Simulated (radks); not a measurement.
**Br³⁺ in [Ar] 3d10 4s2 4p2: an all-electron calculation**

One table from this session's results is given with a row withheld; the runs are named, their logs left out.

The numbers are computed with radks (a radial shooting solver on a logarithmic mesh, Libxc functionals) version 1 (Dirac Kohn-Sham, PBEsol, spin-unpolarised, spherical densities, finite nucleus; open shells are shared between the two j in proportion to 2j + 1), except any that are marked as measured or tabulated.

## What is computed

```
element            : bromine (Z = 35)
charge             : +3
electrons          : 32
configuration      : [Ar] 3d10 4s2 4p2
nuclear rms radius : 4.1629 fm
```

Outer shells as boxes (Hund's rule):

Br³⁺
```
[Ar] core
3d [↑↓][↑↓][↑↓][↑↓][↑↓]
4s [↑↓]
4p [↑ ][↑ ][  ]
```

The first run:

The run's settings:

```text
Z 35
configuration [Ar] 3d10 4s2 4p2
relativity Dirac
functional pbe_sol,pbe_sol
spin unpolarised
j_filling average
nucleus finite rms 4.1629 fm
c 137.035999084
```

On the command line:

```
python run_ks.py task.json out
```

All runs below come from this command, one after another.

Steps of the session up to this table: Self-consistent calculation.

One table of the session follows, with a row left open; its other results are not shown here.

It belongs to the step «Shells». Radial moments (bohr):

```
level      <r>  outermost maximum (interpolated)  90 % within  nodes
1s1/2  0.04277                            0.0279       0.0765      0
2s1/2        ?                                 ?            ?      ?
2p1/2   0.1628                             0.125        0.266      0
2p3/2   0.1667                             0.128        0.272      0
3s1/2   0.5514                             0.484        0.821      2
3p1/2   0.5567                             0.475        0.851      1
3p3/2   0.5672                             0.484        0.866      1
3d3/2   0.5851                             0.429        0.963      0
3d5/2   0.5891                             0.431        0.970      0
4s1/2    1.546                              1.37         2.26      3
4p1/2    1.745                              1.52         2.58      2
4p3/2    1.771                              1.55         2.61      2
```

Q: Estimate the row for 2s1/2 from the others.

**Answer.** <r>: 0.1894; outermost maximum (interpolated): 0.159; 90 % within: 0.293; nodes: 1. In the column «<r>» it lies between 2p3/2 (0.1667) and 3s1/2 (0.5514).

Limits of these values: Spin polarisation and multiplet splitting are left out.
